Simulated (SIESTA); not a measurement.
Runs of SIESTA 5.4.2 on CS2. It takes space group Cmce (No. 64, orthorhombic). Conventional cell: a = 7.292 Å, b = 5.989 Å, c = 9.851 Å, α = 90.00°, β = 90.00°, γ = 90.00°. Around S (site symmetry m) lie 1 C at 1.56 Å. Around C (site symmetry 2/m) lie 2 S at 1.56 Å. The cell comes from a database or a generator and needn't be the stable form of this composition.

```csv
task,level,potentials or basis,cell,k mesh,gap on the mesh (eV),pressure (GPa),V0 of scaled cells (Å³/atom),B0 (GPa),largest force (eV/Å)
equation of state,PBE,"PseudoDojo 0.4 standard (PBE files), DZP (energy shift 0.003 Ry)",as given,6 × 6 × 3,-,-,(a),42,-
single point,PBE,"PseudoDojo 0.4 standard (PBE files), DZP (energy shift 0.003 Ry)",as given,6 × 6 × 3,3.43,2.0,-,-,1.66
band structure,PBE,"PseudoDojo 0.4 standard (PBE files), DZP (energy shift 0.003 Ry)",as given,6 × 6 × 3,3.43,2.0,-,-,1.66
band structure,LDA,"PseudoDojo 0.4 standard (LDA files), DZP (energy shift 0.003 Ry)",as given,6 × 6 × 3,3.36,0.5,-,-,1.23
equation of state,PBEsol,"PseudoDojo 0.4 standard (PBEsol files), DZP (energy shift 0.003 Ry)",as given,4 × 4 × 2,-,-,37.16,42,-
equation of state,LDA,"PseudoDojo 0.4 standard (LDA files), DZP (energy shift 0.003 Ry)",as given,4 × 4 × 2,-,-,36.24,44,-
band structure,PBEsol,"PseudoDojo 0.4 standard (PBEsol files), DZP (energy shift 0.003 Ry)",as given,6 × 6 × 3,(b),1.6,-,-,1.53
single point,PBE,"PseudoDojo 0.4 standard (PBE files), DZP (energy shift 0.003 Ry)","atoms moved at random, drawn with an rms of 0.05 Å",6 × 6 × 3,3.46,3.9,-,-,5.59
```

Alike in all rows: no spin polarisation; smearing fermi-dirac 0.05 eV; grid cutoff 500 Ry; energy shift 0.003 Ry.

Question: Fill in the values left out.

Answer: (a) 37.47; (b) 3.44.

Caveats: the basis of atomic orbitals isn't converged, which shifts pressures, moduli and gaps; forces of over 1 eV/Å show positions far from the minimum, so gaps and moduli don't describe the material at rest (some runs); the cell was scaled at fixed shape and fractional positions, which overstates the stiffness of a crystal with free parameters, most of all of layers and chains (some runs); an odd mesh through Γ misses points on the zone boundary, where band edges often lie (some runs).
